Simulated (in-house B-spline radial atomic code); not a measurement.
# Europium: what a pseudopotential does to hybrids, RPA and G0W0

Aim: make Troullier-Martins pseudopotentials for europium and test how well they carry over to Hartree-Fock, PBE0, RPA and G0W0.

Each job solves three atoms with an in-house B-spline radial code, non-relativistic and spherical, high spin: all electrons (AE), all electrons with the core left uncorrelated (FC), and the pseudo-atom (PS, semilocal channels for the l listed, the local potential above). Empty states run to l = 8; the Hartree-Fock start is not run with a model core. The AE exchange self-energy holds core-valence exchange, which PS lacks and its potential largely offsets, so that difference is no error by itself. The code writes a record and no log. All values are calculated.

### Step 1. Eu, LDA, core 1s 2s 2p 3s 3p 3d 4s 4p, radii × 0.9

File settings:

```
Z = 63
electrons = 63.0
configuration = [Xe] 4f7 6s2
generated_in = [Xe] 4f7 6s2
functional = lda,vwn
core_shells = 8
radius_factor = 0.9
core_correction = False
ion_configuration = [Xe] 4f7 6s1
```

From the record: radii s 1.192, p 1.292, d 0.514, f 1.784, local 0.704 bohr. Reference levels, all-electron and pseudo (hartree): 4d -5.03242, -5.03242; 5s -1.44409, -1.44408; 5p -0.85358, -0.85357; 4f -0.23277, -0.23277; 6s -0.12943, -0.13148.

Levels in eV; differences are from AE. Left out are levels of quasi-particle weight under 0.75 (0.6 for the top and for empty ones), unbound levels and those not matched in AE and PS.

```csv
start,level,mean field AE,PS − AE,G0W0 AE,FC − AE,PS − AE,exchange self-energy PS − AE
LDA,6s down,-3.41,-0.01,-5.46,-0.00,-0.09,+0.16
PBE0,6s down,-3.79,-0.00,-5.52,-0.00,-0.06,+0.14
PBE0,6s up,-3.97,-0.11,-5.71,-0.00,-0.22,-0.18
Hartree-Fock,6s down,-4.56,+0.03,-5.45,-0.00,+0.02,+0.16
Hartree-Fock,6s up,-4.75,-0.21,-5.64,-0.00,-0.22,-0.23
```

```csv
start,"valence RPA correlation, FC (hartree)",PS (hartree),"RPA polarisability (no kernel), AE (bohr³)",PS (bohr³),"ionisation by RPA, AE (eV)",PS − AE (eV)
LDA,-1.9646,-2.3834,146.50,143.58,5.72,+0.03
PBE0,-1.8563,-2.2743,134.93,131.88,5.61,+0.02
Hartree-Fock,-1.6250,-2.0346,115.22,111.70,5.25,+0.01
```

It took 2.9 min on 1 thread of Arm Neoverse N1, shared host.

### Step 2. Eu, LDA, core 1s 2s 2p 3s 3p 3d 4s 4p, radii × 0.9, model core

settings, as its differences from that of step 1:

```diff
@@ -7,3 +7,3 @@
 radius_factor = 0.9
-core_correction = False
+core_correction = True
 ion_configuration = [Xe] 4f7 6s1
```

From the record: radii s 1.192, p 1.292, d 0.514, f 1.784, local 0.704, model core 0.397 bohr. Reference levels, all-electron and pseudo (hartree): 4d -5.03242, -5.03242; 5s -1.44409, -1.44408; 5p -0.85358, -0.85357; 4f -0.23277, -0.23277; 6s -0.12943, -0.13148.

Levels in eV; differences are from AE. Left out are levels of quasi-particle weight under 0.75 (0.6 for the top and for empty ones), unbound levels and those not matched in AE and PS.

```csv
start,level,mean field AE,PS − AE,G0W0 AE,FC − AE,PS − AE,exchange self-energy PS − AE
LDA,6s down,-3.41,-0.03,-5.46,-0.00,-0.11,+0.13
PBE0,6s down,-3.79,-0.01,-5.52,-0.00,-0.07,+0.14
PBE0,6s up,-3.97,-0.10,-5.71,-0.00,-0.21,-0.15
```

```csv
start,"valence RPA correlation, FC (hartree)",PS (hartree),"RPA polarisability (no kernel), AE (bohr³)",PS (bohr³),"ionisation by RPA, AE (eV)",PS − AE (eV)
LDA,-1.9646,-2.3878,146.50,143.05,5.72,+0.05
PBE0,-1.8563,-2.2717,134.93,132.25,5.61,+0.03
```

Wall time 2.7 min (1 thread of Arm Neoverse N1, shared host).

### Step 3. Eu, PBE, core 1s 2s 2p 3s 3p 3d 4s 4p, radii × 1

File settings:

```
Z = 63
electrons = 63.0
configuration = [Xe] 4f7 6s2
generated_in = [Xe] 4f7 6s2
functional = pbe,pbe
core_shells = 8
radius_factor = 1.0
core_correction = False
ion_configuration = [Xe] 4f7 6s1
```

From the record: radii s 1.324, p 1.436, d 0.572, f 1.982, local 0.784 bohr. Reference levels, all-electron and pseudo (hartree): 4d -5.03659, -5.03656; 5s -1.44082, -1.44081; 5p -0.84988, -0.84989; 4f -0.22462, -0.22462; 6s -0.12517, -0.12628.

Levels in eV; differences are from AE. Left out are levels of quasi-particle weight under 0.75 (0.6 for the top and for empty ones), unbound levels and those not matched in AE and PS.

```csv
start,level,mean field AE,PS − AE,G0W0 AE,FC − AE,PS − AE,exchange self-energy PS − AE
PBE,6s down,-3.30,+0.02,-5.44,-0.00,-0.04,+0.24
PBE0,6s down,-3.79,+0.02,-5.52,-0.00,-0.02,+0.22
PBE0,6s up,-3.97,-0.10,-5.71,-0.00,-0.20,-0.10
Hartree-Fock,6s down,-4.56,+0.05,-5.45,-0.00,+0.05,+0.22
Hartree-Fock,6s up,-4.75,-0.19,-5.64,-0.00,-0.19,-0.16
Hartree-Fock,4f up,-19.45,+3.69,-16.57,+0.22,+2.47,+19.66
```

```csv
start,"valence RPA correlation, FC (hartree)",PS (hartree),"RPA polarisability (no kernel), AE (bohr³)",PS (bohr³),"ionisation by RPA, AE (eV)",PS − AE (eV)
PBE,-1.9596,-2.3071,154.26,153.38,5.73,+0.01
PBE0,-1.8563,-2.2083,134.93,133.31,5.61,-0.01
Hartree-Fock,-1.6250,-1.9760,115.22,112.72,5.25,-0.02
```

Run time: 2.7 min. Hardware: 1 thread of Arm Neoverse N1, shared host.

### Step 4. Results

Of the filled levels shown, the one that moves most in G0W0 on the functional of the generation (eV):

| pseudo-atom | level | PS − AE | FC − AE | exchange self-energy PS − AE |
| --- | --- | --- | --- | --- |
| Eu, LDA, core 1s 2s 2p 3s 3p 3d 4s 4p, radii × 0.9 | 6s down | -0.09 | -0.00 | +0.16 |
| Eu, LDA, core 1s 2s 2p 3s 3p 3d 4s 4p, radii × 0.9, model core | 6s down | -0.11 | -0.00 | +0.13 |
| Eu, PBE, core 1s 2s 2p 3s 3p 3d 4s 4p, radii × 1 | 6s down | -0.04 | -0.00 | +0.24 |

For these levels the shift runs from 0.04 eV (Eu, PBE, core 1s 2s 2p 3s 3p 3d 4s 4p, radii × 1) to 0.11 eV (Eu, LDA, core 1s 2s 2p 3s 3p 3d 4s 4p, radii × 0.9, model core). On other starts it reaches +2.47 eV (4f up, Hartree-Fock). Leaving the core uncorrelated explains little of it; the rest belongs to the pseudopotential itself, whose orbitals are smooth and whose core-valence exchange stays at the level of its own functional. Without relativity so heavy an atom is a model system. The radii follow a simple rule and aren't optimised.
